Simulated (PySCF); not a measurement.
# AgH12P4 ([Ag(PH3)4]2+): the cost of one run

Programs: PySCF 2.14.0, with routines of our own; each step states its level. All values are computed. Atoms count from 0.

## Step 1: The system as given

17 atoms, charge 2, states of the metal's open shell are computed; geometry from: model start, shaken.

## Step 2: Geometry optimisation at PBE0-D3(BJ)/def2-SVP

The job: settings as JSON, then the geometry in Å.

```
{"job": {"xc": "PBE0", "basis": "def2-SVP", "d3": "d3bj", "grid": 1, "maxiter": 45, "solvent": "water", "kind": "geom"}, "charge": 2, "metal": "Ag", "open_shell": "d9"}
Ag     0.000020     0.004480    -0.004110
P      2.566640    -0.006820    -0.014870
H      3.269330     1.262060    -0.007380
H      3.259120    -0.613630     1.080920
H      3.270010    -0.634940    -1.076010
P     -2.569570    -0.020160    -0.006860
H     -3.296950    -1.261300    -0.027630
H     -3.271960     0.601970     1.079640
H     -3.266080     0.618180    -1.113320
P     -0.008080     2.579270     0.001700
H     -0.022950     3.261260     1.227280
H      1.063440     3.284340    -0.633090
H     -1.076060     3.281700    -0.629730
P     -0.001680    -2.578340     0.000960
H     -0.018380    -3.267290    -1.221580
H      1.052360    -3.255540     0.622770
H     -1.085190    -3.238420     0.632410
```

The run is started by

```
OMP_NUM_THREADS=1 python lf_run.py task.json out
```

The driver reads the jobs from task.json and runs them one after another.

Q: Estimate the wall time and peak memory of this first job on 1 thread of Intel Xeon 6975P-C, shared host.

About 6.2 min, with a peak of 1.4 GiB.
